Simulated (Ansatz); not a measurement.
HfN, space group F-43m: an all-electron equation of state, run with the Ansatz DFT code, driven from Python.

Script `eos_lapw.py`:
```python
'''E(V) of HfN on LAPW.'''

import warnings

import ansatz
from ase.eos import EquationOfState
from ase.units import GPa
import numpy as np

VECTORS = np.array([
    [0.0, 2.45482, 2.45482],
    [2.45482, 0.0, 2.45482],
    [2.45482, 2.45482, 0.0],
])
SITES = [
    ('Hf', (0.0, 0.0, 0.0)),
    ('N', (0.75, 0.75, 0.75)),
]


def on_lattice(cell):
    crystal = ansatz.Crystal(lattice=ansatz.Lattice.of(cell))
    for symbol, position in SITES:
        crystal = crystal.atom(symbol, position)
    return crystal


def main() -> None:
    warnings.simplefilter('ignore', ansatz.DeckWarning)

    volumes, energies = [], []
    for scale in np.linspace(0.94, 1.06, 7):
        cell = VECTORS * scale ** (1 / 3)
        base = on_lattice(cell).calculation()
        base = base.functional(ansatz.Functional.LDA)
        base = base.occupations('cold').kpoints(10, 10, 10)
        base = base.pseudopotentials('all_electron', lapw=True)
        data = base.run().report
        volumes.append(abs(np.linalg.det(cell)) / len(SITES))
        energies.append(data['free_energy_ev'] / len(SITES))
        print(f'{scale:.3f} {volumes[-1]:9.4f} A^3/atom {energies[-1]:16.5f} eV/atom  (estimated basis error {1000 * data["lapw_basis_errors"]["total_ev_per_atom"]:.2f} meV/atom)')
    v0, e0, bulk = EquationOfState(volumes, energies, eos='birchmurnaghan').fit()
    print(f'V0 = {v0:.4f} A^3/atom, B0 = {bulk / GPa:.1f} GPa')


if __name__ == '__main__':
    main()
```

Its results, one of them left out:

| V (Å³/atom) | F less the lowest row shown (meV/atom) |
| --- | --- |
| 13.906 | ? |
| 14.201 | 0.00 |
| 14.497 | 7.27 |
| 14.793 | 21.60 |
| 15.089 | 42.27 |
| 15.385 | 68.70 |
| 15.681 | 100.32 |

What is the missing energy at 13.906 Å³ an atom?

A third-order Birch-Murnaghan fit, E = E0 + (9 V0 B0 / 16) [(t - 1)³ B' + (t - 1)² (6 - 4t)] with t = (V0/V)^(2/3), through the 6 rows shown gives V0 = 14.071 Å³, B0 = 210.1 GPa, B' = 3.89 and E0 = -0.78 meV. At V = 13.906 Å³, t = 1.00794, and the fit extrapolates to 0.53 meV. The run gave 0.68 meV, a miss of 0.15 meV.

Notes:
- The run is spin-unpolarised.
- The mesh is modest for a metal, so energies can be off by several to tens of meV an atom and pressures by half a GPa or more; differences at equal mesh fare better.
- Spin-orbit coupling, which matters for elements this heavy, is left out.
- This cell is a computed structure, which may not be the phase found in nature.
- Finished in 3.8 min on 1 thread of Intel(R) Xeon(R) Processor @ 2.30GHz, on a shared host, peak memory 0.55 GiB.
